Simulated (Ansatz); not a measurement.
This was printed by a script on Ansatz 0.2.0, Python API, for an equation of state with a fit of Ti₃PO₂, space group P-3m1. What did the script look like? Level of theory (first run): PBE, PAW, cutoff 500 eV, 8×8×3 k-points, Fermi-Dirac smearing of 0.05 eV.

```
Ti P O
1.0
     3.17241    0.00000    0.00000
    -1.58621    2.74739    0.00000
     0.00000    0.00000    8.02282
Ti P O
3 1 2
Direct
  0.33333 0.66667 0.70676
  0.66667 0.33333 0.29324
  0.00000 0.00000 0.00000
  0.00000 0.00000 0.50000
  0.33333 0.66667 0.14226
  0.66667 0.33333 0.85774
```

```console
$ python eos_ti3po2.py
ti3po2: V =  10.2558 A^3/atom  F = -1565.79022 eV/atom
ti3po2: V =  10.7219 A^3/atom  F = -1565.85844 eV/atom
ti3po2: V =  11.1881 A^3/atom  F = -1565.89433 eV/atom
ti3po2: V =  11.6543 A^3/atom  F = -1565.90417 eV/atom
ti3po2: V =  12.1204 A^3/atom  F = -1565.89298 eV/atom
ti3po2: V =  12.5866 A^3/atom  F = -1565.86483 eV/atom
ti3po2: V =  13.0528 A^3/atom  F = -1565.82301 eV/atom
ti3po2: V0 = 11.6229 A^3/atom, B0 = 181.8 GPa, dB/dP = 4.34
```

One script that gives this output:

The script, `eos_ti3po2.py`:
```python
# -*- coding: utf-8 -*-
"""Energy against volume for Ti3PO2, with a fit."""

import logging
import sys

import ansatz as az
import numpy as np

logging.basicConfig(stream=sys.stdout, format="%(name)s: %(message)s")
logger = logging.getLogger("ti3po2")
logger.setLevel(logging.INFO)

SMEARING_WIDTH = 0.05
XC = "pbe"
CUTOFF = 500
KGRID = (8, 8, 3)

vectors0 = np.array([
    [3.17241, 0.0, 0.0],
    [-1.586205, 2.747388, 0.0],
    [0.0, 0.0, 8.022821],
])
sites = [
    ("Ti", [1 / 3, 2 / 3, 0.706756]),
    ("Ti", [2 / 3, 1 / 3, 0.293244]),
    ("Ti", [0.0, 0.0, 0.0]),
    ("P", [0.0, 0.0, 0.5]),
    ("O", [1 / 3, 2 / 3, 0.142257]),
    ("O", [2 / 3, 1 / 3, 0.857743]),
]


def on_lattice(cell):
    crystal = az.Crystal(lattice=az.Lattice.of(cell))
    for symbol, position in sites:
        crystal = crystal.atom(symbol, position)
    return crystal

# scale the volume, keep shape and fractions
volumes, energies = [], []
for scale in np.linspace(0.88, 1.12, 7):
    cell = vectors0 * scale ** (1 / 3)
    calc = on_lattice(cell).calculation()
    calc = calc.pseudopotentials("paw").occupations(az.OccupationsMethod.FERMI_DIRAC, width=SMEARING_WIDTH)
    calc = calc.functional(XC).basis(CUTOFF)
    calc = calc.kpoints(*KGRID)
    data = calc.run().report
    volumes.append(abs(np.linalg.det(cell)) / len(sites))
    energies.append(data["free_energy_ev"] / len(sites))
    logger.info(f"V = {volumes[-1]:8.4f} A^3/atom  F = {energies[-1]:.5f} eV/atom")

# third-order Birch-Murnaghan: a cubic in V^(-2/3)
x = np.array(volumes) ** (-2 / 3)
poly = np.polynomial.Polynomial.fit(x, energies, 3).convert()
roots = poly.deriv().roots()
x0 = min((r.real for r in roots if abs(r.imag) < 1e-9 and poly.deriv(2)(r.real) > 0), key=lambda r: abs(r - x.mean()))
v0 = x0 ** -1.5
b0 = 4 / 9 * poly.deriv(2)(x0) * v0 ** (-7 / 3) * 160.21766
b1 = 4 + 2 / 3 * x0 * poly.deriv(3)(x0) / poly.deriv(2)(x0)
logger.info(f"V0 = {v0:.4f} A^3/atom, B0 = {b0:.1f} GPa, dB/dP = {b1:.2f}")
```

A third-order Birch-Murnaghan fit through the 7 points has its minimum at 11.62 Å³ an atom, 0.3 % below the typed cell, with a bulk modulus of 182 GPa and dB/dP = 4.3. From that minimum the energy rises by 114.0 meV an atom on the compressed side and 81.2 meV on the expanded side.

What to keep in mind:
- Total energies depend on the potentials; only differences at equal settings carry meaning.
- The cell holds an odd number of electrons and is run without spin, so a magnetic state may lie lower.
- Shape and fractional positions are held along the curve, so the bulk modulus is an upper value where they are free to relax.
- The mesh is modest for a metal, so energies can be off by several to tens of meV an atom and pressures by half a GPa or more; differences at equal mesh fare better.
- This cell is a computed structure, which may not be the phase found in nature.
- Wall time of the script: 19 s on 1 thread of Arm Neoverse V2, with other jobs on the host, peak memory 0.44 GiB.
